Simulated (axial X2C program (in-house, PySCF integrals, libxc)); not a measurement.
# SeCN⁺: bond lengths and stretches, held linear

How do method and spin–orbit coupling move the bonds and stretches of SeCN⁺, held linear?

The runs use an in-house X2C program for linear molecules on PySCF integrals; all-electron X2C, two-component (2c) or spin-free, Se dyall-v3z, C dyall-v3z, N dyall-av3z.

All values are calculated.

2 further runs of the same task are left out: 2 set aside as unsound or not needed.

### Step 1. The job

Contents of task.json:

```json
{
 "zs": [
  34,
  6,
  7
 ],
 "q": 1,
 "bas": [
  "dyall-v3z",
  "dyall-v3z",
  "dyall-av3z"
 ],
 "r0": [
  1.86,
  1.16
 ],
 "symm": 0,
 "scan": [
  "PBE0",
  "HF",
  "TPSSh"
 ],
 "levels": [
  "PBE0",
  "HF",
  "BHandHLYP"
 ],
 "nst": 2
}
```

Keys: zs atomic numbers; q charge; bas basis sets; r0 starting distance in Å; symm equal bonds; scan levels of the two-bond scan; levels methods; nst determinants followed.

Launch:

```sh
> python solin.py task.json out
```

Masses Se 79.917, C 12.000, N 14.003 u.

### Step 2. Scan at PBE0, 2c

State: Ω = 1 (beyond evenly filled blocks: ω = -1/2, ω = 3/2). Energies above the lowest point, from the job's result record:

```
r(Se–C) (Å)  r(C–N) (Å)  E (meV)
     1.7043      1.1534    78.24
     1.7043      1.1830    29.31
     1.7043      1.2126    56.22
     1.7480      1.1534    36.78
     1.7480      1.1830     0.00
     1.7480      1.2126    39.95
     1.7480      1.2422   139.59
     1.7917      1.1534    50.74
     1.7917      1.1830    24.54
     1.7917      1.2126    75.96
     1.8354      1.1830    92.14
     1.8354      1.2422   276.28
```

A quadratic surface with cubic terms in each bond gives the minimum at 1.749 and 1.181 Å, force constants 4.48, 14.1 and coupling 1.42 mdyn/Å.

### Step 3. Scan at TPSSh, 2c

State: Ω = 1 (beyond evenly filled blocks: ω = -1/2, ω = 3/2). Energies above the lowest point, from the job's result record:

```
r(Se–C) (Å)  r(C–N) (Å)  E (meV)
     1.7043      1.1534   105.06
     1.7043      1.1830    35.32
     1.7043      1.2126    41.81
     1.7480      1.1534    58.35
     1.7480      1.1830     0.00
     1.7480      1.2126    18.71
     1.7480      1.2422    97.79
     1.7917      1.1534    66.31
     1.7917      1.1830    17.82
     1.7917      1.2126    47.22
     1.8354      1.1830    77.98
     1.8354      1.2422   217.14
```

A quadratic surface with cubic terms in each bond gives the minimum at 1.751 and 1.190 Å, force constants 4.36, 13.4 and coupling 1.32 mdyn/Å.

### Step 4. Scan at PBE0, spin-free

State: M_S = 1, Λ = 0 (beyond evenly filled blocks: π+α, π-α). Energies above the lowest point, from the job's result record:

```
r(Se–C) (Å)  r(C–N) (Å)  E (meV)
     1.7043      1.1534    77.22
     1.7043      1.1830    28.57
     1.7043      1.2126    55.73
     1.7480      1.1534    36.48
     1.7480      1.1830     0.00
     1.7480      1.2126    40.22
     1.7480      1.2422   140.12
     1.7917      1.1534    51.15
     1.7917      1.1830    25.27
     1.7917      1.2126    76.99
     1.8354      1.1830    93.59
     1.8354      1.2422   278.36
```

A quadratic surface with cubic terms in each bond gives the minimum at 1.748 and 1.181 Å, force constants 4.5, 14.1 and coupling 1.42 mdyn/Å.

### Step 5. The levels side by side

| level | r(Se–C) (Å) | r(C–N) (Å) | lower stretch (cm⁻¹) | upper stretch (cm⁻¹) |
| --- | --- | --- | --- | --- |
| PBE0, 2c | 1.749 | 1.181 | 617.3 | 1913.1 |
| TPSSh, 2c | 1.751 | 1.190 | 607.9 | 1866.9 |
| PBE0, spin-free | 1.748 | 1.181 | 618.1 | 1913.2 |
| TPSSh, spin-free | 1.751 | 1.190 | 608.8 | 1867.0 |

Scans not shown above were run alike.

In words: Over the levels the Se–C bond spans 1.748 to 1.751 Å and the C–N bond 1.181 to 1.190 Å. At PBE0 spin–orbit coupling leaves both bonds unchanged to 0.001 Å. Each state is one determinant, the lowest of a limited PBE0 search; the stretches come from a fit to few points and are good to some per cent at best. The molecule was held linear; bending was not examined, so a bent shape may lie lower. Open-shell Ω = 0 determinants with evenly filled partner blocks cannot be reached by this program, so the Ω shown need not be the lowest component. Note: several unpaired electrons, one determinant need not be a pure state.
